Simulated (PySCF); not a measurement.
# C2H5AlS (SMILES C=[C]([AlH2])S) at 6 levels

Aim: a comparison of 6 runs (HF/STO-3G, TPSS/STO-3G, B3LYP/6-31G*, PBE0/def2-SVP, CCSD(T)/6-31G**) of C2H5AlS. 

Program for the calculation: PySCF 2.14.0.

## Step 1: The structure to begin with

C2H5AlS: 9 atoms, total charge 0, spin state singlet. SMILES: `C=[C]([AlH2])S`. Geometry: relaxed at PBE0-D4/def2-TZVP. This is one conformer, not always the lowest.

Bond lengths: C1–C2 1.340 Å, C2–Al3 1.942 Å, C2–S4 1.757 Å, C1–H5 1.086 Å, C1–H6 1.089 Å, Al3–H7 1.584 Å, Al3–H8 1.587 Å, S4–H9 1.342 Å. Angles: C1–C2–Al3 118.3°, C1–C2–S4 120.0°, Al3–C2–S4 121.6°, C2–C1–H5 120.3°, C2–C1–H6 123.6°, C2–Al3–H7 118.0°, C2–Al3–H8 118.7°, C2–S4–H9 97.6°, H5–C1–H6 116.1°, H7–Al3–H8 123.3°.

## Step 2: Energy and gradient at HF/STO-3G (run 1)

input.py reads:

```python
from pyscf import gto, scf

mol = gto.Mole()
mol.atom = '''
C     -0.098266     2.442282    -1.597574
C     -0.579201     0.620964     0.095809
Al     1.617606    -2.317182     0.165540
S     -3.146394     0.926155     2.178854
H      1.486270     2.262002    -2.888446
H     -1.223787     4.154374    -1.780689
H      3.887734    -2.423574    -1.782201
H      1.056357    -4.486966     2.158634
H     -2.833266    -1.265361     3.417570
'''
mol.charge = 0
mol.basis = 'sto-3g'
mol.verbose = 3
mol.unit = 'bohr'
mol.spin = 0
mol.max_memory = 1860
mol.build()

mf = scf.RHF(mol)
mf.conv_tol = 1e-10
mf.kernel()
if not mf.converged:
    mf = mf.newton().run(mf.mo_coeff, mf.mo_occ)

etot = mf.e_tot
print(f'total energy: {etot:.8f} hartree')
grad = mf.nuc_grad_method().kernel()
mf.analyze()
```

On the command line:

```
OMP_NUM_THREADS=1 python input.py
```

Standard output:

```text
converged SCF energy = -709.854414599589
total energy: -709.85441460 hartree
--------------- RHF gradients ---------------
         x                y                z
0 C     0.0090987151     0.0238714774    -0.0246473714
1 C    -0.0294786129    -0.0020271801     0.0278020284
2 Al    -0.0162113049     0.0201022258     0.0006182102
3 S     0.0110251582     0.0009097684    -0.0104737254
4 H     0.0039154081    -0.0039501342    -0.0007433499
5 H    -0.0042898732     0.0035107964     0.0013351667
6 H     0.0356130363    -0.0008923675    -0.0311005943
7 H    -0.0092685641    -0.0344459609     0.0319442638
8 H    -0.0004039626    -0.0070786253     0.0052653718
----------------------------------------------
**** MO energy ****
MO #1   energy= -90.7401873650617  occ= 2
MO #2   energy= -57.8137640200679  occ= 2
MO #3   energy= -10.9767150891675  occ= 2
MO #4   energy= -10.9476178744016  occ= 2
MO #5   energy= -8.64192468104877  occ= 2
MO #6   energy= -6.27435717523211  occ= 2
MO #7   energy= -6.27205251873118  occ= 2
MO #8   energy= -6.26931209400398  occ= 2
MO #9   energy= -4.73824074808408  occ= 2
MO #10  energy= -2.96629221438809  occ= 2
MO #11  energy= -2.96512283352565  occ= 2
MO #12  energy= -2.96493392942643  occ= 2
MO #13  energy= -0.981936549118459 occ= 2
MO #14  energy= -0.859993703087831 occ= 2
MO #15  energy= -0.653384728026989 occ= 2
MO #16  energy= -0.567110619849723 occ= 2
MO #17  energy= -0.492909231742134 occ= 2
MO #18  energy= -0.442838902311159 occ= 2
MO #19  energy= -0.419350441832042 occ= 2
MO #20  energy= -0.358067953224847 occ= 2
MO #21  energy= -0.350102608687314 occ= 2
MO #22  energy= -0.29569573236543  occ= 2
MO #23  energy= -0.222010937701101 occ= 2
MO #24  energy= 0.271752604586388  occ= 0
MO #25  energy= 0.401661393686227  occ= 0
MO #26  energy= 0.415559917926838  occ= 0
MO #27  energy= 0.490595323353412  occ= 0
MO #28  energy= 0.515191432604545  occ= 0
MO #29  energy= 0.64549737165075   occ= 0
MO #30  energy= 0.67526991668341   occ= 0
MO #31  energy= 0.738290323903947  occ= 0
MO #32  energy= 0.876802655941425  occ= 0
MO #33  energy= 1.02827058474909   occ= 0
 ** Mulliken atomic charges  **
charge of    0C =     -0.12762
charge of    1C =     -0.26603
charge of    2Al =      0.75287
charge of    3S =      0.12561
charge of    4H =      0.01727
charge of    5H =      0.01933
charge of    6H =     -0.22777
charge of    7H =     -0.23302
charge of    8H =     -0.06064
Dipole moment(X, Y, Z, Debye):  0.87283, -1.34978,  0.15605
```

It took 1.6 s on 1 thread of Arm Neoverse V1, shared host; peak memory 0.15 GiB.

## Step 3: Energy and gradient at TPSS/STO-3G (run 2)

calc.py reads:

```python
# C=[C]([AlH2])S
from pyscf import gto, dft

system = gto.M(
    atom='''
C     -0.052000     1.292400    -0.845400
C     -0.306500     0.328600     0.050700
Al     0.856000    -1.226200     0.087600
S     -1.665000     0.490100     1.153000
H      0.786500     1.197000    -1.528500
H     -0.647600     2.198400    -0.942300
H      2.057300    -1.282500    -0.943100
H      0.559000    -2.374400     1.142300
H     -1.499300    -0.669600     1.808500
''',
    spin=0,
    max_memory=1860,
    basis='sto-3g',
    verbose=3,
)

ks = dft.RKS(system, xc='tpss')
ks.conv_tol = 1e-10
ks.grids.level = 5
ks.kernel()
if not ks.converged:
    ks = ks.newton().run(ks.mo_coeff, ks.mo_occ)

e_tot = ks.e_tot
print('E = %.10f Eh' % e_tot)
grad = ks.nuc_grad_method().kernel()
dip = ks.dip_moment()
pop, q = ks.mulliken_pop()
```

On the command line:

```
OMP_NUM_THREADS=1 python calc.py
```

Standard output:

```text
converged SCF energy = -711.581354767579
E = -711.5813547676 Eh
--------------- RKS gradients ---------------
         x                y                z
0 C     0.0006215654    -0.0066182884     0.0040640383
1 C    -0.0192531491     0.0337290789    -0.0061619830
2 Al    -0.0117531414     0.0141363255     0.0007509266
3 S     0.0221443510    -0.0211529742    -0.0051276524
4 H    -0.0085079755    -0.0017491065     0.0088224028
5 H     0.0045179077    -0.0102459625     0.0030324204
6 H     0.0231232748    -0.0004027277    -0.0203144000
7 H    -0.0057932446    -0.0224873620     0.0206192851
8 H    -0.0051037567     0.0147894694    -0.0056851395
----------------------------------------------
Dipole moment(X, Y, Z, Debye):  0.44447, -1.19868,  0.43396
 ** Mulliken pop  **
pop of  0 C 1s            1.99132
pop of  0 C 2s            1.17033
pop of  0 C 2px           1.01681
pop of  0 C 2py           0.99378
pop of  0 C 2pz           1.01742
pop of  1 C 1s            1.99220
pop of  1 C 2s            1.32589
pop of  1 C 2px           0.96879
pop of  1 C 2py           1.09671
pop of  1 C 2pz           0.95097
pop of  2 Al 1s           1.99941
pop of  2 Al 2s           1.97881
pop of  2 Al 3s           1.09754
pop of  2 Al 2px          1.92517
pop of  2 Al 2py          1.92679
pop of  2 Al 2pz          1.92406
pop of  2 Al 3px          0.44219
pop of  2 Al 3py          0.47860
pop of  2 Al 3pz          0.42490
pop of  3 S 1s            1.99989
pop of  3 S 2s            1.99574
pop of  3 S 3s            1.86964
pop of  3 S 2px           1.98572
pop of  3 S 2py           1.98189
pop of  3 S 2pz           1.98448
pop of  3 S 3px           1.42331
pop of  3 S 3py           1.27768
pop of  3 S 3pz           1.35729
pop of  4 H 1s            0.94908
pop of  5 H 1s            0.94971
pop of  6 H 1s            1.23666
pop of  7 H 1s            1.24276
pop of  8 H 1s            1.02444
 ** Mulliken atomic charges  **
charge of    0C =     -0.18966
charge of    1C =     -0.33456
charge of    2Al =      0.80254
charge of    3S =      0.12435
charge of    4H =      0.05092
charge of    5H =      0.05029
charge of    6H =     -0.23666
charge of    7H =     -0.24276
charge of    8H =     -0.02444
```

It took 16 s on 1 thread of Arm Neoverse V1, shared host; peak memory 0.42 GiB.

Runs 3 to 4 aren't shown in full; the table further down has their settings and results.

## Step 4: Energy and gradient at PBE0/def2-SVP (run 5)

job.py reads:

```python
# C=[C]([AlH2])S
import pyscf.grad
from pyscf import gto, dft

mol = gto.Mole()
mol.atom = '''
C     -0.052000     1.292400    -0.845400
C     -0.306500     0.328600     0.050700
Al     0.856000    -1.226200     0.087600
S     -1.665000     0.490100     1.153000
H      0.786500     1.197000    -1.528500
H     -0.647600     2.198400    -0.942300
H      2.057300    -1.282500    -0.943100
H      0.559000    -2.374400     1.142300
H     -1.499300    -0.669600     1.808500
'''
mol.max_memory = 1860
mol.verbose = 4
mol.basis = 'def2-svp'
mol.build()

mf = dft.RKS(mol)
mf.xc = 'pbe0'
mf.conv_tol = 1e-10
mf.grids.level = 5
mf.kernel()
if not mf.converged:
    mf = mf.newton().run(mf.mo_coeff, mf.mo_occ)

e_tot = mf.e_tot
print(f'total energy: {e_tot:.8f} hartree')
grad = mf.Gradients().kernel()
mf.analyze()
```

On the command line:

```
OMP_NUM_THREADS=1 python job.py
```

Standard output:

```text
PySCF version 2.14.0

[... 95 lines left out ...]
Two-electron Coulomb Energy =          506.851221071456109
[... 10 lines left out ...]
MO #8   energy= -5.94243561148156  occ= 2
[... 8 lines left out ...]
MO #17  energy= -0.433456524949532 occ= 2
[... 8 lines left out ...]
MO #26  energy= 0.0187903071160292 occ= 0
[... 8 lines left out ...]
MO #35  energy= 0.327215788737889  occ= 0
[... 8 lines left out ...]
MO #44  energy= 0.491249700282636  occ= 0
[... 8 lines left out ...]
MO #53  energy= 0.712034058973896  occ= 0
[... 8 lines left out ...]
MO #62  energy= 1.11204547117914   occ= 0
[... 8 lines left out ...]
MO #71  energy= 1.59372316238586   occ= 0
[... 8 lines left out ...]
MO #80  energy= 2.12165305387388   occ= 0
[... 8 lines left out ...]
MO #89  energy= 3.10667928924378   occ= 0
[... 62 lines left out ...]
pop of  3 S 3dyz          0.00529
pop of  3 S 3dz^2         0.00255
pop of  3 S 3dxz          0.00609
pop of  3 S 3dx2-y2       0.00693
pop of  4 H 1s            0.88114
pop of  4 H 2s            0.00862
pop of  4 H 2px           0.00090
pop of  4 H 2py           0.00011
pop of  4 H 2pz           0.00072
pop of  5 H 1s            0.88321
pop of  5 H 2s            0.00933
pop of  5 H 2px           0.00050
pop of  5 H 2py           0.00096
pop of  5 H 2pz           0.00014
pop of  6 H 1s            1.13609
pop of  6 H 2s            0.00095
pop of  6 H 2px           0.00152
pop of  6 H 2py           0.00007
pop of  6 H 2pz           0.00117
pop of  7 H 1s            1.14433
pop of  7 H 2s            0.00085
pop of  7 H 2px           0.00015
pop of  7 H 2py           0.00140
pop of  7 H 2pz           0.00119
pop of  8 H 1s            0.90237
pop of  8 H 2s            0.00904
pop of  8 H 2px           0.00060
pop of  8 H 2py           0.00391
pop of  8 H 2pz           0.00187
 ** Mulliken atomic charges  **
charge of    0C =     -0.21881
charge of    1C =     -0.32951
charge of    2Al =      0.54427
charge of    3S =     -0.00479
charge of    4H =      0.10850
charge of    5H =      0.10586
charge of    6H =     -0.13980
charge of    7H =     -0.14793
charge of    8H =      0.08221
Dipole moment(X, Y, Z, Debye):  0.59322, -0.53083, -0.16161
```

It took 29 s on 1 thread of Arm Neoverse V1, shared host; peak memory 0.9 GiB.

## Step 5: A single-point energy at CCSD(T)/6-31G(d,p) (spherical functions) (run 6)

mol.xyz reads:

```xyz
9
C2H5AlS
C     -0.052000     1.292400    -0.845400
C     -0.306500     0.328600     0.050700
Al     0.856000    -1.226200     0.087600
S     -1.665000     0.490100     1.153000
H      0.786500     1.197000    -1.528500
H     -0.647600     2.198400    -0.942300
H      2.057300    -1.282500    -0.943100
H      0.559000    -2.374400     1.142300
H     -1.499300    -0.669600     1.808500
```

calc.py reads:

```python
# C=[C]([AlH2])S
from pyscf import gto, cc

system = gto.M(
    atom='mol.xyz',
    max_memory=1860,
    spin=0,
    basis='6-31g**',
    verbose=3,
)

mf = system.RHF()
mf.conv_tol = 1e-10
mf.kernel()
if not mf.converged:
    mf = mf.newton().run(mf.mo_coeff, mf.mo_occ)

mycc = cc.CCSD(mf, frozen=12)
mycc.kernel()
e_t = mycc.ccsd_t()
energy = mycc.e_tot + e_t
print('Final energy', energy)
mf.analyze()
```

On the command line:

```
OMP_NUM_THREADS=1 python calc.py
```

Standard output:

```text
converged SCF energy = -718.02483448154
E(CCSD) = -718.524945055968  E_corr = -0.5001105744277231
CCSD(T) correction = -0.0178200113038888
Final energy -718.542765067272
**** MO energy ****
MO #1   energy= -91.942112124386   occ= 2
MO #2   energy= -58.4668426986904  occ= 2
MO #3   energy= -11.2470480933956  occ= 2
MO #4   energy= -11.2442511940842  occ= 2
MO #5   energy= -8.95779114584146  occ= 2
MO #6   energy= -6.63996822590197  occ= 2
MO #7   energy= -6.63874836610245  occ= 2
MO #8   energy= -6.6366611322183   occ= 2
MO #9   energy= -4.89473705100361  occ= 2
MO #10  energy= -3.20970954028091  occ= 2
MO #11  energy= -3.20639808809428  occ= 2
MO #12  energy= -3.2062881132685   occ= 2
MO #13  energy= -1.07408881802219  occ= 2
MO #14  energy= -0.94979101525649  occ= 2
MO #15  energy= -0.738814137820841 occ= 2
MO #16  energy= -0.64458052048587  occ= 2
MO #17  energy= -0.572881222743145 occ= 2
MO #18  energy= -0.535889109579494 occ= 2
MO #19  energy= -0.511160820522155 occ= 2
MO #20  energy= -0.451337209820978 occ= 2
MO #21  energy= -0.436503217449872 occ= 2
MO #22  energy= -0.40195974645901  occ= 2
MO #23  energy= -0.320301120034783 occ= 2
MO #24  energy= 0.0380693298206536 occ= 0
MO #25  energy= 0.128022503030177  occ= 0
MO #26  energy= 0.154885390974703  occ= 0
MO #27  energy= 0.161528094870535  occ= 0
MO #28  energy= 0.181511663933088  occ= 0
MO #29  energy= 0.2006828761547    occ= 0
MO #30  energy= 0.229274953338222  occ= 0
MO #31  energy= 0.268966994051641  occ= 0
MO #32  energy= 0.303149951126048  occ= 0
MO #33  energy= 0.333351392854342  occ= 0
MO #34  energy= 0.352463911259609  occ= 0
MO #35  energy= 0.353428892423485  occ= 0
MO #36  energy= 0.439596342949807  occ= 0
MO #37  energy= 0.450549711039863  occ= 0
MO #38  energy= 0.547198451689686  occ= 0
MO #39  energy= 0.550251875378666  occ= 0
MO #40  energy= 0.582690272056765  occ= 0
MO #41  energy= 0.613777607057829  occ= 0
MO #42  energy= 0.634693453607106  occ= 0
MO #43  energy= 0.678250015175572  occ= 0
MO #44  energy= 0.694075241104194  occ= 0
MO #45  energy= 0.755550026689428  occ= 0
MO #46  energy= 0.802264678299028  occ= 0
MO #47  energy= 0.810864471190011  occ= 0
MO #48  energy= 0.909718409559483  occ= 0
MO #49  energy= 0.922492832857944  occ= 0
MO #50  energy= 0.964761067002712  occ= 0
MO #51  energy= 0.979380745754149  occ= 0
MO #52  energy= 1.00749506360046   occ= 0
MO #53  energy= 1.02793486712154   occ= 0
MO #54  energy= 1.08740587717403   occ= 0
MO #55  energy= 1.12330898829918   occ= 0
MO #56  energy= 1.14200302655331   occ= 0
MO #57  energy= 1.17276167085461   occ= 0
MO #58  energy= 1.28569491074555   occ= 0
MO #59  energy= 1.30730835068691   occ= 0
MO #60  energy= 1.33700203120533   occ= 0
MO #61  energy= 1.4023804931593    occ= 0
MO #62  energy= 1.43517771083386   occ= 0
MO #63  energy= 1.473826334338     occ= 0
MO #64  energy= 1.58770468307621   occ= 0
MO #65  energy= 1.70039682912167   occ= 0
MO #66  energy= 1.73005554556641   occ= 0
MO #67  energy= 2.12313893073232   occ= 0
MO #68  energy= 2.19090157256051   occ= 0
MO #69  energy= 2.2336329976618    occ= 0
MO #70  energy= 2.31004817946429   occ= 0
MO #71  energy= 2.36878035077919   occ= 0
MO #72  energy= 2.38723329597465   occ= 0
MO #73  energy= 2.40428895003644   occ= 0
MO #74  energy= 2.4189687750014    occ= 0
MO #75  energy= 2.44828905685228   occ= 0
MO #76  energy= 2.45548190386165   occ= 0
MO #77  energy= 2.49598076935403   occ= 0
MO #78  energy= 2.50455067066202   occ= 0
MO #79  energy= 2.53793503636275   occ= 0
MO #80  energy= 2.85725312493548   occ= 0
MO #81  energy= 2.86977559457665   occ= 0
MO #82  energy= 2.8867763104358    occ= 0
MO #83  energy= 2.93265727831511   occ= 0
MO #84  energy= 2.98976135657489   occ= 0
MO #85  energy= 3.02048568017564   occ= 0
MO #86  energy= 3.11238288864844   occ= 0
MO #87  energy= 3.28695205214804   occ= 0
MO #88  energy= 3.69341889446653   occ= 0
MO #89  energy= 3.89534264038304   occ= 0
 ** Mulliken atomic charges  **
charge of    0C =     -0.19495
charge of    1C =     -0.36503
charge of    2Al =      0.62786
charge of    3S =     -0.00225
charge of    4H =      0.10552
charge of    5H =      0.10439
charge of    6H =     -0.16573
charge of    7H =     -0.17274
charge of    8H =      0.06292
Dipole moment(X, Y, Z, Debye):  0.99526, -0.56251, -0.49904
```

It took 24 s on 1 thread of Arm Neoverse V1, shared host; peak memory 0.42 GiB.

## Step 6: Overview of the runs

| run | level | integration grid | Cartesian functions | energy (Eh) | dipole moment (D) of the reference | HOMO energy (eV) | LUMO energy (eV) | wall time |
| --- | --- | --- | --- | --- | --- | --- | --- | --- |
| 1 | HF/STO-3G | – | no | -709.854415 | 1.61 | -6.04 | 7.39 | 1.6 s |
| 2 | TPSS/STO-3G | 5 | no | -711.581355 | 1.35 | -2.15 | 2.04 | 16 s |
| 3 | B3LYP/6-31G* (spherical functions) | 5 | no | -719.794785 | 0.90 | -6.12 | -1.91 | 27 s |
| 4 | B3LYP/6-31G* (Cartesian functions) | 5 | yes | -719.800779 | 0.91 | -6.12 | -1.91 | 28 s |
| 5 | PBE0/def2-SVP | 5 | no | -719.183215 | 0.81 | -6.41 | -1.78 | 29 s |
| 6 | CCSD(T)/6-31G** (spherical functions) | – | no | -718.542765 | 1.25 | -8.72 | 1.04 | 24 s |

## Step 7: Outcome

| quantity | value |
| --- | --- |
| run 6: total energy | -718.54277 Eh |
| run 6: dipole moment (Hartree–Fock density) | 1.25 D |
| run 6: HOMO energy (Hartree–Fock orbitals) | -8.72 eV |
| run 6: LUMO energy (Hartree–Fock orbitals) | 1.04 eV |
| run 6: HOMO–LUMO gap (Hartree–Fock orbitals) | 9.75 eV |
| run 6: correlation energy (12 core orbitals frozen) | -517.9 mEh |
| run 6: (T) correction | -17.82 mEh |
| run 6: T1 diagnostic | 0.012 |

Over runs 1, 2, 3, 4, 5 the dipole moment (its size) runs from 0.81 D (PBE0/def2-SVP) to 1.61 D (HF/STO-3G). The two ends differ in method and basis. Over runs 1, 2, 3, 4, 5 the HOMO–LUMO gap runs from 4.19 eV (TPSS/STO-3G) to 13.44 eV (HF/STO-3G). Exact exchange widens orbital gaps. Totals of different functionals can't be ranked against each other. In runs 1, 2 the basis is minimal, so the values are rough. All runs together took 2.1 min, the longest 29 s.
